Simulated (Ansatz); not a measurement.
CH₄S₂Si, SMILES S=C[SiH2]S: vertical spin-state energies, run with Ansatz's Python interface.

The script reads `ch4s2si.xyz`:
```text
8

S    -1.33820    0.29570   -1.96190
C     0.10730    0.42750   -1.24790
Si    0.20680    0.35170    0.59790
S     0.31880   -1.69270    1.24200
H     1.06080    0.52870   -1.81420
H    -0.87660    1.05770    1.30700
H     1.54030    0.96510    1.07240
H    -0.92690   -1.99080    0.74890
```

The script, `spin.py`:
```python
# -*- coding: utf-8 -*-
import ansatz

molecule = ansatz.Crystal.molecule_from_extxyz("ch4s2si.xyz")

setup = (
    molecule.calculation()
    .basis(gaussian="STO-3G")
    .functional("pbe", dispersion="d3bj")
    .scf(lower_state_search="standard")
)
found = {}
for unpaired in [0, 2]:
    report = setup.spin("collinear", total=unpaired).run(threads=1, pin="off").report
    s = unpaired / 2
    found[unpaired] = report["free_energy_ev"]
    print(f"2S+1 = {unpaired + 1}: E = {found[unpaired]:.5f} eV, <S^2> = {abs(report['mean_field']['state']['spin_squared']):.3f} (pure state {s * (s + 1):.2f})")
lowest = min(found, key=found.get)
for unpaired, e in found.items():
    print(f"multiplicity {unpaired + 1}: {23.060548 * (e - found[lowest]):.1f} kcal/mol above the lowest")
```

Which spin state is lowest at this geometry, and how far above lie the others?

In order: multiplicity 1 (+0.00 eV) and multiplicity 3 (+1.52 eV), all at the one geometry.

The output:

```console
$ python spin.py
2S+1 = 1: E = -30289.79627 eV, <S^2> = 0.000 (pure state 0.00)
2S+1 = 3: E = -30288.27132 eV, <S^2> = 2.001 (pure state 2.00)
multiplicity 1: 0.0 kcal/mol above the lowest
multiplicity 3: 35.2 kcal/mol above the lowest
```

Reading the output:
- These settings explore the input space; basis and method may be short of convergence.
- The geometry is a force-field or estimated start, not a minimum of this method, and the basis set is short of its limit. All parts are taken at fixed geometry, without zero-point energy.
- Wall time of the script: 4.7 s on 1 thread of Arm Neoverse V2, on a shared host, peak memory 0.17 GiB.

(A comment or docstring line of the script was reworded after the run, the code is as it ran; lines on the test bed's own set-up are left out of the output.)
